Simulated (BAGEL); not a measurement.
# SiHBrF (SMILES F[SiH]Br): UHF/6-31G(d) (density fitting with qzvpp-jkfit, spherical functions)

Aim: the vertical ionisation energy of SiHBrF at UHF/6-31G* (density fitting with qzvpp-jkfit, spherical functions), from 2 runs. 

The results are computed with BAGEL 1.2.2.

1 further run of the same task is left out (it didn't finish).

## (1) The system as given

SiHBrF: 4 atoms, total charge 0, spin state doublet. As SMILES, `F[SiH]Br`. The coordinates come from a PBE0-D4/def2-TZVP relaxation.

Bond lengths: F1–Si2 1.596 Å, Si2–Br3 2.211 Å, Si2–H4 1.491 Å. Angles: F1–Si2–Br3 108.9°, F1–Si2–H4 107.1°, Br3–Si2–H4 108.5°.

## (2) A single-point energy at UHF/6-31G(d) (density fitting with qzvpp-jkfit, spherical functions)

input.json reads:

```json
{ "bagel" : [

{
  "title" : "molecule",
  "basis" : "6-31gs.json",
  "df_basis" : "qzvpp-jkfit",
  "angstrom" : true,
  "geometry" : [
    { "atom" : "F", "xyz" : [      -1.077500,      -0.285400,       1.078300 ] },
    { "atom" : "Si", "xyz" : [      -0.289800,      -0.254700,      -0.309800 ] },
    { "atom" : "Br", "xyz" : [       1.852200,      -0.643700,       0.073700 ] },
    { "atom" : "H", "xyz" : [      -0.429400,       1.123400,      -0.862500 ] }
  ]
},

{
  "title" : "uhf",
  "nopen" : 1
},

{
  "title" : "print",
  "file" : "orbitals.molden",
  "orbitals" : true
}

]}
```

The basis set 6-31G* is read from a file made from the Basis Set Exchange's data (not shown).

On the command line:

```
$ BAGEL_NUM_THREADS=1 BAGEL input.json > input.out
```

What it wrote:

```text
* using 1 threads per process

  ===============================================================
  ===============================================================

  *** Geometry ***

  { "atom" : "F", "xyz" : [     -2.036180,     -0.539328,      2.037692 ] },
  { "atom" : "Si", "xyz" : [     -0.547643,     -0.481313,     -0.585437 ] },
  { "atom" : "Br", "xyz" : [      3.500151,     -1.216417,      0.139273 ] },
  { "atom" : "H", "xyz" : [     -0.811448,      2.122918,     -1.629889 ] },

  Number of auxiliary basis functions:      489

  Since a DF basis is specified, we compute 2- and 3-index integrals:
    o Being stored without compression. Storage requirement is 0.017 GB

  Number of basis functions:       66
  Number of electrons      :       59

    * METHOD: MOLECULE                             0.24

  *** Open-shell HF ***

  === Nuclear Repulsion ===
   225.5216557812

      * DIIS with orbital gradients will be used.

  === UHF iteration (6-31gs.json) ===
      0      -2960.95177647          0.03678807           0.12
      1      -2961.04762963          0.02458217           0.12
      2      -2961.08067635          0.01520950           0.12
      3      -2961.10002655          0.00097877           0.12
      4      -2961.10054989          0.00041656           0.12
      5      -2961.10063311          0.00015314           0.12
      6      -2961.10065645          0.00005800           0.12
      7      -2961.10066220          0.00002367           0.12
      8      -2961.10066381          0.00000763           0.12
      9      -2961.10066411          0.00000328           0.12
     10      -2961.10066418          0.00000130           0.12
     11      -2961.10066419          0.00000063           0.12
     12      -2961.10066419          0.00000025           0.12
     13      -2961.10066419          0.00000009           0.12
     14      -2961.10066419          0.00000004           0.12
     15      -2961.10066419          0.00000002           0.12
     16      -2961.10066419          0.00000001           0.12
    * SCF iteration converged.

    * S^2 (UHF) is 0.7540

    * Permanent dipole moment:
           (    0.376159,    -0.071109,     0.642626) a.u.

    * METHOD: UHF                                  2.23

    * METHOD: PRINT                                0.01

  ===============================================================
```

Run time: 2.6 s. Hardware: 1 thread of Arm Neoverse V1, shared host; peak memory 0.1 GiB.

## (3) The singlet cation, same level

input.json reads:

```json
{ "bagel" : [

{
  "title" : "molecule",
  "basis" : "6-31gs.json",
  "df_basis" : "qzvpp-jkfit",
  "angstrom" : "true",
  "geometry" : [
    { "atom" : "F", "xyz" : [   -1.077500,   -0.285400,    1.078300 ] },
    { "atom" : "Si", "xyz" : [   -0.289800,   -0.254700,   -0.309800 ] },
    { "atom" : "Br", "xyz" : [    1.852200,   -0.643700,    0.073700 ] },
    { "atom" : "H", "xyz" : [   -0.429400,    1.123400,   -0.862500 ] }
  ]
},
{
  "title" : "hf",
  "charge" : 1
},
{
  "title" : "print",
  "file" : "orbitals.molden",
  "orbitals" : "true"
}

]}
```

The basis set 6-31G* is read from a file made from the Basis Set Exchange's data (not shown).

On the command line:

```
$ BAGEL_NUM_THREADS=1 BAGEL input.json > input.out
```

What it wrote:

```text
* using 1 threads per process

  ===============================================================
  ===============================================================

  *** Geometry ***

  { "atom" : "F", "xyz" : [     -2.036180,     -0.539328,      2.037692 ] },
  { "atom" : "Si", "xyz" : [     -0.547643,     -0.481313,     -0.585437 ] },
  { "atom" : "Br", "xyz" : [      3.500151,     -1.216417,      0.139273 ] },
  { "atom" : "H", "xyz" : [     -0.811448,      2.122918,     -1.629889 ] },

  Number of auxiliary basis functions:      489

  Since a DF basis is specified, we compute 2- and 3-index integrals:
    o Being stored without compression. Storage requirement is 0.017 GB

  Number of basis functions:       66
  Number of electrons      :       59

    * METHOD: MOLECULE                             0.24

  *** RHF ***

  === Nuclear Repulsion ===
   225.5216557812

      * DIIS with orbital gradients will be used.

  === RHF iteration (6-31gs.json) ===
      0      -2960.57541132          0.02150455           0.06
      1      -2960.69050068          0.01504751           0.06
      2      -2960.76319960          0.00130309           0.06
      3      -2960.76433369          0.00047116           0.06
      4      -2960.76451673          0.00016057           0.06
      5      -2960.76454749          0.00007138           0.06
      6      -2960.76455434          0.00003271           0.06
      7      -2960.76455649          0.00000862           0.06
      8      -2960.76455662          0.00000307           0.06
      9      -2960.76455663          0.00000163           0.06
     10      -2960.76455664          0.00000060           0.06
     11      -2960.76455664          0.00000029           0.06
     12      -2960.76455664          0.00000013           0.06
     13      -2960.76455664          0.00000005           0.06
     14      -2960.76455664          0.00000002           0.06
     15      -2960.76455664          0.00000001           0.06
    * SCF iteration converged.

    * Permanent dipole moment:
           (    1.609666,    -0.161115,     1.540142) a.u.

    * METHOD: HF                                   1.14

    * METHOD: PRINT                                0.01

  ===============================================================
```

Run time: 1.5 s. Hardware: 1 thread of Arm Neoverse V1, shared host; peak memory 0.1 GiB.

## (4) Summary of results

Level: UHF/6-31G* (density fitting with qzvpp-jkfit, spherical functions).

| quantity | value |
| --- | --- |
| doublet SiHBrF: total energy | -2961.10066 Eh |
| doublet SiHBrF: dipole moment | 1.90 D |
| doublet SiHBrF: ⟨S²⟩ | 0.754 |
| singlet cation: total energy | -2960.76456 Eh |
| singlet cation: HOMO energy | -18.02 eV |
| singlet cation: LUMO energy | -8.24 eV |
| singlet cation: HOMO–LUMO gap | 9.79 eV |
| vertical ionisation energy (to the singlet cation) | 9.146 eV |

What this shows: The vertical ionisation energy comes to 9.15 eV (882 kJ/mol). Only the singlet of the ionised species was computed; a triplet could lie lower.
